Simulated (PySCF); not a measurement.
**CH₅ClOSi₂: fields and orbitals**

For CH₅ClOSi₂, the scripts below localise its valence orbitals, pull one bond apart with RHF, UHF and CASSCF and see where an electron leaves and enters.

Method: levels as typed in each script, gas phase, geometry from GFN2-xTB; program: PySCF 2.14.0.

### 1 The starting structure

SMILES `ClC1[SiH2]O[SiH2]1`, 10 atoms, charge 0, spin multiplicity 1.

Bond lengths: Cl1–C2 1.785 Å, C2–Si3 1.932 Å, C2–Si5 1.932 Å, C2–H6 1.088 Å, Si3–O4 1.664 Å, Si3–H7 1.451 Å, Si3–H8 1.453 Å, O4–Si5 1.664 Å, Si5–H9 1.451 Å, Si5–H10 1.453 Å. Angles: Cl1–C2–Si3 116.5°, Cl1–C2–Si5 116.5°, Cl1–C2–H6 105.6°, Si3–C2–Si5 84.5°, Si3–C2–H6 116.7°, Si5–C2–H6 116.7°, C2–Si3–O4 86.3°, C2–Si3–H7 114.6°, C2–Si3–H8 115.3°, O4–Si3–H7 109.8°, O4–Si3–H8 108.7°, H7–Si3–H8 117.4°, Si3–O4–Si5 102.7°, C2–Si5–O4 86.3°, C2–Si5–H9 114.6°, C2–Si5–H10 115.3°, O4–Si5–H9 109.8°, O4–Si5–H10 108.7° and more.

Coordinates:

```xyz
10
charge 0, multiplicity 1
Cl    2.0986   -0.0004   -0.1636
C     0.5062   -0.0005    0.6420
Si   -0.7777    1.2996    0.0138
O    -1.7496    0.0004   -0.3576
Si   -0.7789   -1.2991    0.0137
H     0.7190   -0.0009    1.7091
H    -0.3933    1.9887   -1.2033
H    -1.4262    2.0843    1.0503
H    -0.3951   -1.9884   -1.2034
H    -1.4281   -2.0833    1.0501
```

### 2 Localised orbitals (B3LYP/def2-svpd)

Input file input.py:

```python
import numpy as np
from pyscf import gto, scf, dft, lo
from pyscf.data.elements import chemcore

def solve(mol, dm0=None, hcore=None):
    mf = (dft.UKS if mol.spin else dft.RKS)(mol, xc='b3lyp')
    mf.grids.level = 3
    mf = mf.density_fit(auxbasis='def2-universal-jkfit')
    mf.conv_tol, mf.max_cycle = 1e-8, 80
    if hcore is not None:
        mf.get_hcore = lambda *args: hcore
    mf.kernel(dm0)
    if not mf.converged:
        mf = mf.newton().run(mf.mo_coeff, mf.mo_occ, max_cycle=30)
    assert mf.converged, 'SCF not converged'
    return mf

mol = gto.M(atom='''
Cl     2.09861    -0.00041    -0.16355
C      0.50624    -0.00050     0.64202
Si    -0.77774     1.29959     0.01385
O     -1.74963     0.00036    -0.35761
Si    -0.77891    -1.29910     0.01374
H      0.71902    -0.00095     1.70913
H     -0.39327     1.98867    -1.20327
H     -1.42623     2.08432     1.05029
H     -0.39507    -1.98843    -1.20343
H     -1.42810    -2.08333     1.05012
''', basis='def2-svpd', charge=0, spin=0, verbose=4)
mf = solve(mol)
occ_all = mf.mo_coeff[:, mf.mo_occ > 0]
occ = occ_all[:, chemcore(mol):]
loc = lo.ibo.ibo(mol, occ, iaos=lo.iao.iao(mol, occ_all))
fock, s = mf.get_fock(), mf.get_ovlp()
ortho = lo.orth_ao(mol, 'meta_lowdin')
ortho = lo.vec_lowdin(lo.iao.iao(mol, occ_all), s)
labels = lo.iao.reference_mol(mol).ao_labels(fmt=None)
vir = lo.vvo.livvo(mol, occ_all, mf.mo_coeff[:, mf.mo_occ == 0])
both = np.hstack([loc, vir])
p = (ortho.T @ s @ both) ** 2
pop = np.array([p[[l[0] == a for l in labels]].sum(0) for a in range(mol.natm)])
spd = np.array([[p[[l[0] == a and l[2][-1] == k for l in labels]].sum(0) for k in 'spd'] for a in range(mol.natm)])
eps = np.einsum('pi,pq,qi->i', both, fock, both)
for i in np.argsort(eps):
    top = np.argsort(-pop[:, i])[:3]
    print('%3d %s %9.4f Eh ' % (i + 1, 'occ' if i < loc.shape[1] else 'vir', eps[i]), '  '.join('%s%d %.3f' % (mol.atom_symbol(a), a + 1, pop[a, i]) for a in top))
np.savez('result.npz', c=both, nocc=loc.shape[1], pop=pop, spd=spd, eps=eps, e=mf.e_tot)
```

Started as:

```sh
OMP_NUM_THREADS=1 python input.py
```

### 4 Stretching a bond (def2-svp)

Input file input.py:

```python
import numpy as np
from pyscf import gto, scf, mcscf

mol = gto.M(atom='''
Cl     2.09861    -0.00041    -0.16355
C      0.50624    -0.00050     0.64202
Si    -0.77774     1.29959     0.01385
O     -1.74963     0.00036    -0.35761
Si    -0.77891    -1.29910     0.01374
H      0.71902    -0.00095     1.70913
H     -0.39327     1.98867    -1.20327
H     -1.42623     2.08432     1.05029
H     -0.39507    -1.98843    -1.20343
H     -1.42810    -2.08333     1.05012
''', basis='def2-svp', charge=0, spin=0, verbose=4)
# stretch the bond between atoms 1 and 2, from long to short, fragments rigid
a, b, move = 0, 1, [1, 2, 3, 4, 5, 6, 7, 8, 9]
xyz = mol.atom_coords(unit='Angstrom')
u = xyz[b] - xyz[a]
r0 = np.linalg.norm(u)
rows, last, dm_u = [], None, None
for r in [4.98, 3.92, 3.2, 2.76, 2.4, 2.14, 1.96, 1.78, 1.64]:
    new = xyz.copy()
    new[move] += u / r0 * (r - r0)
    m = mol.set_geom_(new, unit='Angstrom', inplace=False)
    rhf = scf.RHF(m).density_fit(auxbasis='def2-universal-jkfit').run()
    uhf = scf.UHF(m).density_fit(auxbasis='def2-universal-jkfit').newton()
    if dm_u is None:
        c = rhf.mo_coeff
        h = m.nelectron // 2 - 1
        ca, cb = c.copy(), c.copy()
        ca[:, h], cb[:, h] = (c[:, h] + c[:, h + 1]) / 2**.5, (c[:, h] - c[:, h + 1]) / 2**.5
        dm_u = np.array([x[:, :h + 1] @ x[:, :h + 1].T for x in (ca, cb)])
    uhf.kernel(dm0=dm_u)
    for _ in range(3):
        c, _, stable, _ = uhf.stability(return_status=True)
        if stable:
            break
        uhf.kernel(c, uhf.mo_occ)
    dm_u = uhf.make_rdm1()
    mc = mcscf.CASSCF(rhf, 2, 2)
    mc.natorb = True
    mc.fix_spin_(ss=0)
    guess = mcscf.addons.make_natural_orbitals(uhf)[1] if last is None else mcscf.project_init_guess(mc, last.mo_coeff, last.mol)
    mc.kernel(guess)
    last = mc
    act = slice(mc.ncore, mc.ncore + mc.ncas)
    print('r %.3f  RHF %.6f  UHF %.6f  <S^2> %.3f  CASSCF %.6f  occupations' % (r, rhf.e_tot, uhf.e_tot, uhf.spin_square()[0], mc.e_tot), mc.mo_occ[act].round(4))
    rows.append((new, rhf.e_tot, uhf.e_tot, uhf.spin_square()[0], mc.e_tot, mc.mo_occ[act], mc.mo_coeff[:, act], dm_u[0] - dm_u[1], rhf.converged and uhf.converged and mc.converged))
    np.savez('result.npz', **{k: [row[i] for row in rows] for i, k in enumerate('xyz rhf uhf s2 cas occ c spin ok'.split())})
```

### 6 Removing and adding an electron (HF/aug-cc-pvdz)

Input file input.py:

```python
import numpy as np
from pyscf import gto, scf, dft
from pyscf.scf import atom_ks, atom_hf
from scipy.linalg import block_diag

def solve(mol, dm0=None, hcore=None):
    mf = scf.UHF(mol) if mol.spin else scf.RHF(mol)
    mf = mf.density_fit(auxbasis='def2-universal-jkfit')
    mf.conv_tol, mf.max_cycle = 1e-8, 80
    if hcore is not None:
        mf.get_hcore = lambda *args: hcore
    mf.kernel(dm0)
    if not mf.converged:
        mf = mf.newton().run(mf.mo_coeff, mf.mo_occ, max_cycle=30)
    assert mf.converged, 'SCF not converged'
    return mf

mol = gto.M(atom='''
Cl     2.09861    -0.00041    -0.16355
C      0.50624    -0.00050     0.64202
Si    -0.77774     1.29959     0.01385
O     -1.74963     0.00036    -0.35761
Si    -0.77891    -1.29910     0.01374
H      0.71902    -0.00095     1.70913
H     -0.39327     1.98867    -1.20327
H     -1.42623     2.08432     1.05029
H     -0.39507    -1.98843    -1.20343
H     -1.42810    -2.08333     1.05012
''', basis='aug-cc-pvdz', charge=0, spin=0, verbose=4)
mf = solve(mol)
out = dict(e0=mf.e_tot, dm0=mf.make_rdm1(), c=mf.mo_coeff, occ=mf.mo_occ, eps=mf.mo_energy)
for name, dq, spin in [('cation', 1, 1), ('anion', -1, 1)]:
    ion = mol.copy().set(charge=mol.charge + dq, spin=spin).build()
    mi = solve(ion)
    if spin and dq > 0 and mol.nao < 130:
        c, _, stable, _ = mi.stability(return_status=True)
        if not stable:
            mi = solve(ion, mi.make_rdm1(c, mi.mo_occ))
    print(name, 'vertical energy change / eV', (mi.e_tot - mf.e_tot) * 27.211386)
    out.update({'e_' + name: mi.e_tot, 'dm_' + name: mi.make_rdm1(), 's2_' + name: mi.spin_square()[0], 'eps_' + name: mi.mo_energy, 'occ_' + name: mi.mo_occ})
# spherically averaged free atoms, for the promolecule
atm = scf.atom_hf.get_atm_nrhf(mol)
pro = block_diag(*[(atm[a[0]][2] * atm[a[0]][3]) @ atm[a[0]][2].T for a in mol._atom])
np.savez('result.npz', pro=pro, **out)
```

(Steps that only read results are left out.)

What does the calculation give? Wanted: vertical ionisation energy.

**Answer**, as computed:

| quantity | value |
| --- | --- |
| localised occupied orbitals above −45 eV (B3LYP/def2-svpd) | 15 |
| cost of the stretch to 5.0 Å, CASSCF and RHF (def2-svp) | 2.9 and 6.6 eV |
| vertical ionisation energy (HF/aug-cc-pvdz) | 9.16 eV |

RHF rises too steeply at long distance, since it keeps both electrons in one orbital and so mixes in ionic fragments. The ionisation energy from two SCF runs, 9.16 eV, lies 1.2 eV below −ε(HOMO) = 10.39 eV of the same level, HF/aug-cc-pvdz: with Hartree–Fock the relaxation of the ion lowers it. All values hold at the given geometry, in the gas phase.
